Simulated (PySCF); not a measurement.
# C7H11NSi: the cost of one run

Programs: PySCF 2.14.0, with routines of our own; each step states its level. All values are computed. Atoms count from 0.

## Step 1: The starting structure

20 atoms, charge 0, multiplicity 1; geometry from: GFN2-xTB.

## Step 2: Magnetic properties: GIAO B97-2/pcSseg-1

Job settings and geometry (Å):

```
{"job": {"kind": "mag", "xc": "B97-2", "basis": "pcSseg-1", "isotopologues": 0}, "charge": 0, "multiplicity": 1}
C     -1.214830    -0.410427    -1.578520
C     -0.886832    -0.354206    -0.083006
C     -0.859695    -1.772979     0.494471
Si    -2.170040     0.733804     0.851866
C      0.422177     0.242552     0.085697
C      1.495268     0.755549     0.239509
C      2.818413     1.342344     0.399350
C      3.795685     0.532008    -0.291046
N      4.555203    -0.119975    -0.842118
H     -2.197558    -0.852180    -1.733032
H     -0.478472    -1.014992    -2.107779
H     -1.211449     0.586915    -2.013937
H     -0.121544    -2.382780    -0.026091
H     -1.834274    -2.244618     0.383712
H     -0.601764    -1.757193     1.551555
H     -3.491496     0.127434     0.678867
H     -2.142411     2.079345     0.278341
H     -1.803073     0.772910     2.267481
H      2.836757     2.354902    -0.019628
H      3.084787     1.392265     1.461275
```

With the program's defaults for keys left out, this is: GIAO B97-2/pcSseg-1 magnetisability, rotational g tensor and spin-rotation constants, non-relativistic, gas phase.

On the command line:

```
> OMP_NUM_THREADS=1 python excited_run.py task.json out
```

The driver reads the jobs from task.json and runs them one after another.

**Question.** How long does this first job take on 1 thread of Arm Neoverse V1, shared host, and how much memory does it need?

About 54 s, with a peak of 1 GiB.
